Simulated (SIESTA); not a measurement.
Set up this calculation in SIESTA 5.4.2, as the native input.

```
Task                : single point
Functional          : PBE
Potentials or basis : PseudoDojo 0.4 standard (PBE files)
Basis               : DZP (energy shift 0.003 Ry; two zetas on semicore shells)
Grid cutoff         : 800 Ry
Energy shift        : 0.003 Ry
k mesh              : 6 × 6 × 6
Occupations         : fermi-dirac, width 0.05 eV
Spin                : no spin polarisation
```

The system is InRu3.

```
CELL_PARAMETERS angstrom
5.62821 0.00000 0.00000
-2.81410 4.87417 0.00000
0.00000 0.00000 4.53300
ATOMIC_POSITIONS crystal
In 0.33459 0.67021 0.76194
In 0.66565 0.33571 0.24524
Ru 0.83252 0.17247 0.75108
Ru 0.32334 0.16526 0.74815
Ru 0.82918 0.67736 0.75338
Ru 0.17736 0.84157 0.24739
Ru 0.66418 0.82792 0.24955
Ru 0.16192 0.33217 0.25321
```

The cell comes from a database or a generator and needn't be the stable form of this composition.

The cell isn't the ideal one: atoms moved at random, drawn with an rms of 0.05 Å.

The input as run:

InRu3.fdf

```
SystemName                      InRu3
SystemLabel                     InRu3
NumberOfSpecies                 2
NumberOfAtoms                   8
%block ChemicalSpeciesLabel
  1  49 In
  2  44 Ru
%endblock ChemicalSpeciesLabel

LatticeConstant                 1.0 Ang
%block LatticeVectors
     5.6282079542     0.0000000000     0.0000000000
    -2.8141039771     4.8741710661     0.0000000000
     0.0000000000     0.0000000000     4.5330020000
%endblock LatticeVectors
AtomicCoordinatesFormat         Fractional
%block AtomicCoordinatesAndAtomicSpecies
     0.3345870000     0.6702080000     0.7619400000  1  In
     0.6656460000     0.3357150000     0.2452400000  1  In
     0.8325210000     0.1724730000     0.7510840000  2  Ru
     0.3233380000     0.1652640000     0.7481530000  2  Ru
     0.8291840000     0.6773640000     0.7533760000  2  Ru
     0.1773650000     0.8415740000     0.2473880000  2  Ru
     0.6641790000     0.8279210000     0.2495520000  2  Ru
     0.1619190000     0.3321740000     0.2532100000  2  Ru
%endblock AtomicCoordinatesAndAtomicSpecies

%block kgrid.MonkhorstPack
    6   0   0  0.0
    0   6   0  0.0
    0   0   6  0.0
%endblock kgrid.MonkhorstPack
XC.Functional                   GGA
XC.Authors                      PBE
PAO.BasisSize                   DZP
PAO.EnergyShift                 0.003 Ry
Mesh.Cutoff                     800 Ry
OccupationFunction              FD
ElectronicTemperature           0.05 eV
MaxSCFIterations                120
SCF.MustConverge                false
SCF.Mixer.Method                Pulay
SCF.Mixer.Weight                0.25
SCF.Mixer.History               8
SCF.DM.Tolerance                5.0e-05
SCF.H.Tolerance                 1.0e-03 eV
WriteForces                     true
Charge.Mulliken                 end
%block PAO.Basis
  In 4
  n=5 0 2
    6.996 0.000
  n=5 1 2
    9.500 0.000
  n=4 2 2
    4.106 0.000
  n=5 2 1
    9.500
  Ru 5
  n=4 0 2
    2.997 0.000
  n=5 0 2
    8.634 0.000
  n=4 1 2
    3.435 0.000
  n=5 1 1
    8.634
  n=4 2 2
    5.937 0.000
%endblock PAO.Basis
```

Potentials or basis: PseudoDojo 0.4 standard (PBE files), DZP (energy shift 0.003 Ry; two zetas on semicore shells).

Run with:

```bash
$ siesta < InRu3.fdf > InRu3.out 2>&1
```

Results of the run:

| Quantity | Value |
| --- | --- |
| Pressure | 1.0 GPa |
| Largest force | 0.843 eV/Å |
| Band gap on the k mesh | none (metal or under the smearing width) |

Caveat: the basis of atomic orbitals isn't converged, which shifts pressures, moduli and gaps.

It took 7.6 min on 1 thread of Intel(R) Xeon(R) 6975P-C (Granite Rapids) (shared host), peak memory 1 GiB.
